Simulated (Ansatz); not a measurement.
# C2H9BSSi: basis-set convergence

How large a basis does C2H9BSSi need? Two functionals are run in growing sets.

Program: Ansatz 0.2.0, Gaussian basis. Level of theory: one geometry, several basis sets. These are calculated values, not measurements.

Plan: PBE0-D4/def2-SVP; ωB97M-V/def2-SVP; PBE0-D4/def2-QZVPP; ωB97M-V/def2-QZVPP; the functionals' def2-TZVPP values are taken from earlier runs.

## 1. The geometry

All runs share one geometry, relaxed beforehand with PBE0-D4 in a triple-zeta def2 set.

SMILES `BCS[SiH2]C`, 14 atoms, charge 0, spin multiplicity 1.

Atoms are counted from 1 here; the program's logs count them from 0.

Bond lengths: B1–C2 1.552 Å, B1–H6 1.195 Å, B1–H7 1.198 Å, C2–S3 1.818 Å, C2–H8 1.098 Å, C2–H9 1.100 Å, S3–Si4 2.131 Å, Si4–C5 1.868 Å, Si4–H10 1.491 Å, Si4–H11 1.486 Å, C5–H12 1.092 Å, C5–H13 1.092 Å, C5–H14 1.094 Å. Angles: C2–B1–H6 122.6°, C2–B1–H7 117.7°, H6–B1–H7 119.6°, B1–C2–S3 114.9°, B1–C2–H8 109.0°, B1–C2–H9 106.0°, S3–C2–H8 110.7°, S3–C2–H9 110.8°, H8–C2–H9 104.8°, C2–S3–Si4 100.1°, S3–Si4–C5 113.1°, S3–Si4–H10 109.1°, S3–Si4–H11 105.1°, C5–Si4–H10 109.1°, C5–Si4–H11 110.9°, H10–Si4–H11 109.4°, Si4–C5–H12 111.3°, Si4–C5–H13 110.7° and more.

## 2. PBE0-D4 in def2-SVP

in.yaml reads:

```yaml
crystal:
  periodic: [false, false, false]
  atoms:
    - {symbol: B, position_ang: [-0.561114, 2.268172, 1.800342]}
    - {symbol: C, position_ang: [-0.486291, 1.130028, 0.747248]}
    - {symbol: S, position_ang: [-0.074625, -0.508567, 1.418280]}
    - {symbol: Si, position_ang: [-0.194288, -1.679515, -0.358155]}
    - {symbol: C, position_ang: [1.105721, -1.229157, -1.621728]}
    - {symbol: H, position_ang: [-0.279565, 2.102379, 2.949504]}
    - {symbol: H, position_ang: [-0.897440, 3.354292, 1.423923]}
    - {symbol: H, position_ang: [-1.432075, 1.095557, 0.190875]}
    - {symbol: H, position_ang: [0.264010, 1.448505, 0.008316]}
    - {symbol: H, position_ang: [-1.545279, -1.508513, -0.965099]}
    - {symbol: H, position_ang: [-0.029611, -3.085419, 0.094338]}
    - {symbol: H, position_ang: [0.998121, -0.192351, -1.948700]}
    - {symbol: H, position_ang: [2.107384, -1.356312, -1.206268]}
    - {symbol: H, position_ang: [1.012054, -1.868298, -2.504077]}
basis:
  gaussian: {orbitals: def2-SVP}
hamiltonian: {xc: pbe0, dispersion: d4}
output: {orbitals: {seedname: orbitals}}
```

On the command line:

```sh
> ansatz run in.yaml --threads 4 --pin off --events-out ev --progress --plain --max-ram 10444MiB
```

The runs that follow: ωB97M-V in def2-SVP; PBE0-D4 in def2-QZVPP; ωB97M-V in def2-QZVPP.

Q: Predict the results of all the runs planned. Wanted: PBE0-D4: double and triple zeta above quadruple; ωB97M-V: double and triple zeta above quadruple.

The runs gave:

```
                                       quantity           value
PBE0-D4: double and triple zeta above quadruple  10.53, 0.77 eV
ωB97M-V: double and triple zeta above quadruple  10.73, 0.73 eV
```

**Reading.** For PBE0-D4 the step from double to triple zeta gains 9.75 eV and the next only 0.77 eV. Total energies overstate the basis error of differences, where much of it tends to cancel.
